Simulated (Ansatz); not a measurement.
# AlClF2: the cost of one run

Program: Ansatz 0.2.0, Gaussian basis. Level of theory: PBE0-D4/def2-TZVP structures, single points in def2-TZVPP, no counterpoise correction. These are calculated values, not measurements.

Levels: SPW92, PBE-D4, BLYP-D4, r2SCAN-D4, B97M-V, PBE0-D4, B3LYP-D4, r2SCAN0-D4, BHLYP-D4, CAM-B3LYP-D4, wB97X-V, wB97M-V, B2PLYP, PBE-QIDH, RPA on PBE, Hartree-Fock, MP2, CCSD, CCSD(T).

Cores are frozen in the correlated methods. B3LYP uses VWN-RPA correlation. B2PLYP carries no dispersion term here.

78 further runs of the same task are left out: 78 set aside as unsound or not needed.

## 1. The system as given

The complex: 6 atoms, charge 0, spin multiplicity 1.

Atoms are counted from 1 here; the program's logs count them from 0.

Bond lengths: Al1–F3 1.636 Å, Al1–F4 1.636 Å, Al1–Cl6 2.072 Å, H2–H5 0.758 Å. Angles: F3–Al1–F4 118.6°, F3–Al1–Cl6 120.1°, F4–Al1–Cl6 120.1°.

As a file:

```mol
AlClF2H2
  3D, bonds by distance, orders not assigned

  6  4  0  0  0  0  0  0  0  0999 V2000
    0.3959   -0.3972   -0.3434 Al  0  0
   -1.2855    0.4504    0.7550 H   0  0
   -0.6156   -0.5543   -1.6193 F   0  0
    0.4308   -1.5860    0.7797 F   0  0
   -0.7915    1.0240    0.7846 H   0  0
    1.8659    1.0631   -0.3567 Cl  0  0
  1  3  8  0
  1  4  8  0
  1  6  8  0
  2  5  8  0
M  END
```

Its parts: AlClF2 holds atoms 1, 3, 4, 6; H2 holds atoms 2, 5. Each part counts its atoms afresh in its own runs.

## 2. Relaxing AlClF2 alone

Input file relax-a/in.yaml:

```yaml
crystal:
  periodic: [false, false, false]
  atoms:
    - {symbol: Al, position_ang: [0.395889, -0.397177, -0.343417]}
    - {symbol: F, position_ang: [-0.615618, -0.554258, -1.619347]}
    - {symbol: F, position_ang: [0.430804, -1.586006, 0.779704]}
    - {symbol: Cl, position_ang: [1.865935, 1.063142, -0.356650]}
basis:
  gaussian: {orbitals: def2-TZVP}
hamiltonian: {xc: pbe0, dispersion: d4}
relax: {f_tol: 0.005, max_steps: 200}
```

Launch:

```
$ ansatz run in.yaml --threads 2 --pin off --events-out ev --progress --plain --max-ram 4352MiB
```

**Question.** How long does this run take on 2 threads of Intel Xeon 6975P-C, shared host?

About 6.5 s.
